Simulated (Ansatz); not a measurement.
# Ge: the cost of one run

Computed with Ansatz 0.2.0 (DFT PBE, scalar-relativistic, plane waves, PAW, unless a step's input says otherwise).

### 1 The starting structure

Symmetry: Fd-3m, No. 227, cubic system. The conventional cell has a = 5.658 Å, b = 5.658 Å, c = 5.658 Å, α = 90.00°, β = 90.00°, γ = 90.00°. Around Ge (site symmetry -43m) lie 4 Ge at 2.45 Å.

Structure file:

```
CELL_PARAMETERS angstrom
0.00000 8.48673 8.48673
8.48673 0.00000 8.48673
8.48673 8.48673 0.00000
ATOMIC_POSITIONS crystal
Ge 0.00000 0.00000 0.00000
Ge 0.00000 0.00000 0.33333
Ge 0.00000 0.00000 0.66667
Ge 0.00000 0.33333 0.00000
Ge 0.00000 0.33333 0.33333
Ge 0.00000 0.33333 0.66667
Ge 0.00000 0.66667 0.00000
Ge 0.00000 0.66667 0.33333
Ge 0.00000 0.66667 0.66667
Ge 0.33333 0.00000 0.00000
Ge 0.33333 0.00000 0.33333
Ge 0.33333 0.00000 0.66667
Ge 0.33333 0.33333 0.00000
Ge 0.33333 0.33333 0.33333
Ge 0.33333 0.33333 0.66667
Ge 0.33333 0.66667 0.00000
Ge 0.33333 0.66667 0.33333
Ge 0.33333 0.66667 0.66667
Ge 0.66667 0.00000 0.00000
Ge 0.66667 0.00000 0.33333
Ge 0.66667 0.00000 0.66667
Ge 0.66667 0.33333 0.00000
Ge 0.66667 0.33333 0.33333
Ge 0.66667 0.33333 0.66667
Ge 0.66667 0.66667 0.00000
Ge 0.66667 0.66667 0.33333
Ge 0.66667 0.66667 0.66667
Ge 0.08333 0.08333 0.08333
Ge 0.08333 0.08333 0.41667
Ge 0.08333 0.08333 0.75000
Ge 0.08333 0.41667 0.08333
Ge 0.08333 0.41667 0.41667
Ge 0.08333 0.41667 0.75000
Ge 0.08333 0.75000 0.08333
Ge 0.08333 0.75000 0.41667
Ge 0.08333 0.75000 0.75000
Ge 0.41667 0.08333 0.08333
Ge 0.41667 0.08333 0.41667
Ge 0.41667 0.08333 0.75000
Ge 0.41667 0.41667 0.08333
Ge 0.41667 0.41667 0.41667
Ge 0.41667 0.41667 0.75000
Ge 0.41667 0.75000 0.08333
Ge 0.41667 0.75000 0.41667
Ge 0.41667 0.75000 0.75000
Ge 0.75000 0.08333 0.08333
Ge 0.75000 0.08333 0.41667
Ge 0.75000 0.08333 0.75000
Ge 0.75000 0.41667 0.08333
Ge 0.75000 0.41667 0.41667
Ge 0.75000 0.41667 0.75000
Ge 0.75000 0.75000 0.08333
Ge 0.75000 0.75000 0.41667
Ge 0.75000 0.75000 0.75000
```

The runs take a perfect supercell of 54 atoms; the defect goes to fractional position (0.000, 0.000, 0.000).

### 2 The perfect supercell

File input.yaml:

```yaml
crystal:
  lattice:
    - [0.0, 8.48673, 8.48673]
    - [8.48673, 0.0, 8.48673]
    - [8.48673, 8.48673, 0.0]
  atoms:
    - { symbol: Ge, position: [0.0, 0.0, 0.0] }
    - { symbol: Ge, position: [0.0, 0.0, 0.333333] }
    - { symbol: Ge, position: [0.0, 0.0, 0.666667] }
    - { symbol: Ge, position: [0.0, 0.333333, 0.0] }
    - { symbol: Ge, position: [0.0, 0.333333, 0.333333] }
    - { symbol: Ge, position: [0.0, 0.333333, 0.666667] }
    - { symbol: Ge, position: [0.0, 0.666667, 0.0] }
    - { symbol: Ge, position: [0.0, 0.666667, 0.333333] }
    - { symbol: Ge, position: [0.0, 0.666667, 0.666667] }
    - { symbol: Ge, position: [0.333333, 0.0, 0.0] }
    - { symbol: Ge, position: [0.333333, 0.0, 0.333333] }
    - { symbol: Ge, position: [0.333333, 0.0, 0.666667] }
    - { symbol: Ge, position: [0.333333, 0.333333, 0.0] }
    - { symbol: Ge, position: [0.333333, 0.333333, 0.333333] }
    - { symbol: Ge, position: [0.333333, 0.333333, 0.666667] }
    - { symbol: Ge, position: [0.333333, 0.666667, 0.0] }
    - { symbol: Ge, position: [0.333333, 0.666667, 0.333333] }
    - { symbol: Ge, position: [0.333333, 0.666667, 0.666667] }
    - { symbol: Ge, position: [0.666667, 0.0, 0.0] }
    - { symbol: Ge, position: [0.666667, 0.0, 0.333333] }
    - { symbol: Ge, position: [0.666667, 0.0, 0.666667] }
    - { symbol: Ge, position: [0.666667, 0.333333, 0.0] }
    - { symbol: Ge, position: [0.666667, 0.333333, 0.333333] }
    - { symbol: Ge, position: [0.666667, 0.333333, 0.666667] }
    - { symbol: Ge, position: [0.666667, 0.666667, 0.0] }
    - { symbol: Ge, position: [0.666667, 0.666667, 0.333333] }
    - { symbol: Ge, position: [0.666667, 0.666667, 0.666667] }
    - { symbol: Ge, position: [0.083333, 0.083333, 0.083333] }
    - { symbol: Ge, position: [0.083333, 0.083333, 0.416667] }
    - { symbol: Ge, position: [0.083333, 0.083333, 0.75] }
    - { symbol: Ge, position: [0.083333, 0.416667, 0.083333] }
    - { symbol: Ge, position: [0.083333, 0.416667, 0.416667] }
    - { symbol: Ge, position: [0.083333, 0.416667, 0.75] }
    - { symbol: Ge, position: [0.083333, 0.75, 0.083333] }
    - { symbol: Ge, position: [0.083333, 0.75, 0.416667] }
    - { symbol: Ge, position: [0.083333, 0.75, 0.75] }
    - { symbol: Ge, position: [0.416667, 0.083333, 0.083333] }
    - { symbol: Ge, position: [0.416667, 0.083333, 0.416667] }
    - { symbol: Ge, position: [0.416667, 0.083333, 0.75] }
    - { symbol: Ge, position: [0.416667, 0.416667, 0.083333] }
    - { symbol: Ge, position: [0.416667, 0.416667, 0.416667] }
    - { symbol: Ge, position: [0.416667, 0.416667, 0.75] }
    - { symbol: Ge, position: [0.416667, 0.75, 0.083333] }
    - { symbol: Ge, position: [0.416667, 0.75, 0.416667] }
    - { symbol: Ge, position: [0.416667, 0.75, 0.75] }
    - { symbol: Ge, position: [0.75, 0.083333, 0.083333] }
    - { symbol: Ge, position: [0.75, 0.083333, 0.416667] }
    - { symbol: Ge, position: [0.75, 0.083333, 0.75] }
    - { symbol: Ge, position: [0.75, 0.416667, 0.083333] }
    - { symbol: Ge, position: [0.75, 0.416667, 0.416667] }
    - { symbol: Ge, position: [0.75, 0.416667, 0.75] }
    - { symbol: Ge, position: [0.75, 0.75, 0.083333] }
    - { symbol: Ge, position: [0.75, 0.75, 0.416667] }
    - { symbol: Ge, position: [0.75, 0.75, 0.75] }
basis:
  ecutwfc: 420
  fft_grid_basis: typed
kpoints:
  mp_grid: { grid: [1, 1, 1] }
hamiltonian:
  xc: pbe
  pseudopotentials: { kind: paw }
scf:
  occupations: { method: gaussian, width: 0.05 }
output:
  forces: true
  stress: false
  eigenvalues: true
  bader: false
  write_density: true
  volumetric_format: npy
```

On the command line:

```console
$ ansatz run input.yaml --threads 8 --pin off --max-ram 16384MiB --backend cpu --events-out ev --progress --plain --runs-dir out
```

What time and memory should one allow on 8 threads of Arm Neoverse V2, shared host?

About 6.7 s, with a peak of 1.8 GiB.
